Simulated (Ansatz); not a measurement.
# Cu: the cost of one run

Method: DFT LDA, scalar-relativistic, plane waves, PAW, in Ansatz 0.2.0.

**1. The structure to begin with**

It takes space group Fm-3m (No. 225, cubic). The conventional cell has a = 3.600 Å, b = 3.600 Å, c = 3.600 Å, α = 90.00°, β = 90.00°, γ = 90.00°. Cu (site symmetry m-3m) is surrounded by 12 Cu at 2.55 Å.

Structure file:

```xyz
2
Lattice="2.5456 0.0000 0.0000 0.0000 2.5456 0.0000 0.0000 0.0000 3.6000" Properties=species:S:1:pos:R:3 pbc="T T T"
Cu    0.0000    0.0000    0.0000
Cu    1.2728    1.2728    1.8000
```

**2. Relaxing cell and atoms: Cu, no spin**

Contents of input.yaml:

```yaml
crystal:
  lattice:
    - [2.5455844123, 0.0, 0.0]
    - [0.0, 2.5455844123, 0.0]
    - [0.0, 0.0, 3.6]
  atoms:
    - { symbol: Cu, position: [0.0, 0.0, 0.0] }
    - { symbol: Cu, position: [0.5, 0.5, 0.5] }
scf:
  occupations: { method: methfessel_paxton, width: 0.1 }
output:
  forces: true
  stress: true
  eigenvalues: true
hamiltonian:
  xc: lda
kpoints:
  mp_grid: { grid: [16, 16, 12] }
relax:
  f_tol: 0.005
  cell: { stress_tol: 0.02 }
```

Run with:

```console
ansatz run input.yaml --threads 4 --pin off --max-ram 14336MiB --backend cpu --events-out ev --progress --plain --runs-dir out
```

Q: Estimate wall time and peak memory on 4 threads of Intel Xeon Platinum 8488C (Sapphire Rapids), shared host.

About 10 s, with a peak of 0.52 GiB.
